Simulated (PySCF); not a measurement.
# CuO₂: doublet, from a side-on start

Where does doublet CuO₂ go from a side-on start, is the end point a minimum, and what are its modes, charges and moments?

Program: PySCF 2.14.0. Level of theory: PBE0, basis Cu def2-TZVP, O def2-TZVP, no relativity, density fitting. These are calculated values, not measurements.

**1. The starting structure**

3 atoms, charge 0, spin multiplicity 2.

Bond lengths: Cu1–O2 1.785 Å, Cu1–O3 1.785 Å, O2–O3 1.400 Å. Angles: O2–Cu1–O3 46.2°, Cu1–O2–O3 66.9°, Cu1–O3–O2 66.9°.

```xyz
3
charge 0 multiplicity 2
Cu    0.0000    0.0000    0.0000
O     0.7000    0.0000    1.6420
O    -0.7000    0.0000    1.6420
```

**2. First SCF at the start**

The steps below are one call of a driver around PySCF. For each, scf.py gives the equivalent set-up of the SCF; relaxations use the driver's own optimiser. After this first run the driver tries any further starts and a stability analysis.

File scf.py:

```python
from pyscf import gto, scf, dft
mol = gto.M(atom='''
Cu     0.000000     0.000000     0.000000
O      0.700000     0.000000     1.642020
O     -0.700000     0.000000     1.642020''',
    basis={'Cu': 'def2-TZVP', 'O': 'def2-TZVP'},
    charge=0, spin=1)
mf = dft.UKS(mol, xc='PBE0')
mf.grids.atom_grid = (50, 194)
aux = {'Cu': 'def2-universal-JKFIT', 'O': 'def2-universal-JKFIT'}
mf = mf.density_fit(auxbasis=aux)
mf.conv_tol = 1e-08
mf.diis_space = 10
mf.max_cycle = 60
mf.init_guess = 'minao'
mf.verbose = 4
mf.kernel()
```

Launch:

```bash
> OMP_NUM_THREADS=4 python axn.py task.json out
```

After this run come: Relaxing the doublet from the side-on start; Is it a minimum? Harmonic modes.

What does the calculation give? Wanted: minimum; geometry; wavenumbers; dipole moment; highest occupied, lowest empty level; polar-tensor charge of Cu1; zero-point energy; atomisation energy; ⟨S²⟩.

As calculated:

```
                                          quantity                                                            value
                                           minimum                                                     doublet, C2v
                                          geometry  Cu–O 1.928 Å (×2), O–O 1.374 Å; Cu–O–O 69.1° (×2), O–Cu–O 41.7°
                                wavenumbers (cm⁻¹)                                    169 (b2), 396 (a1), 1107 (a1)
                                     dipole moment                                                           5.99 D
highest occupied, lowest empty level (either spin)                                                  -5.21, -3.27 eV
                        polar-tensor charge of Cu1                                                          +0.53 e
                                 zero-point energy                                                      10.0 kJ/mol
                               entropy at 298.15 K                                                  276.0 J/(mol K)
         atomisation energy (no zero-point energy)                                                       504 kJ/mol
                                              ⟨S²⟩                                                            0.765
```

What this shows: The side-on start keeps its C2v symmetry and ends in a minimum. The strongest infrared band lies at 396 cm⁻¹ (a1). With 6.0 D the molecule is strongly polar. Only this shape and spin were tried, so other structures or states may lie lower. Open d and f shells are described by one determinant, and the ground state may have another occupation or spin.
